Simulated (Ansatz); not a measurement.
Runs of Ansatz 0.2.0 on HfMoC2. Symmetry: P4/mmm, No. 123, tetragonal system. The conventional cell has a = 3.191 Å, b = 3.191 Å, c = 4.485 Å, α = 90.00°, β = 90.00°, γ = 90.00°. Hf (site symmetry 4/mmm) has 6 C at 2.24 to 2.26 Å as nearest neighbours. Mo (site symmetry 4/mmm) is surrounded by 6 C at 2.24 to 2.26 Å. C (site symmetry 4/mmm) has 2 Mo at 2.24 Å and 4 Hf at 2.26 Å as nearest neighbours. Around C (site symmetry 4/mmm) lie 2 Hf at 2.24 Å and 4 Mo at 2.26 Å. The cell comes from a database or a generator and needn't be the stable form of this composition.

```tsv
task	level	cutoff (eV)	points for each segment of the path	gap on the mesh (eV)	pressure (GPa)	V0 of scaled cells (Å³/atom)	B0 (GPa)
equation of state	LDA	420	-	-	-	10.85	312
band structure	r2SCAN	500	14	none	-3.1	-	-
equation of state	r2SCAN	500	-	-	-	(a)	(b)
band structure	LDA	420	14	none	-14.4	-	-
```

Alike in all rows: potentials or basis Ansatz PAW; no spin polarisation; cell as given; k mesh 8 × 8 × 6; smearing fermi-dirac 0.05 eV.

Task: Estimate the missing entries.

Result: (a) 11.30; (b) 289.

Caveats: the cell was scaled at fixed shape and fractional positions, which overstates the stiffness of a crystal with free parameters, most of all of layers and chains (some runs); spin-orbit coupling is left out, which moves the levels of the heavy elements (some runs); the PAW data sets come from PBE, with cores solved anew for the run's functional, which leaves a small shift of forces and pressure (some runs); the PAW data sets were made with another functional, which shifts forces and pressure a little (some runs).

A k mesh can miss the band edges, and the runs leave out spin-orbit coupling on Hf, Mo.

A gap of «none» marks a metal or a gap under the smearing width.

Runs at the PBE level aren't shown here.
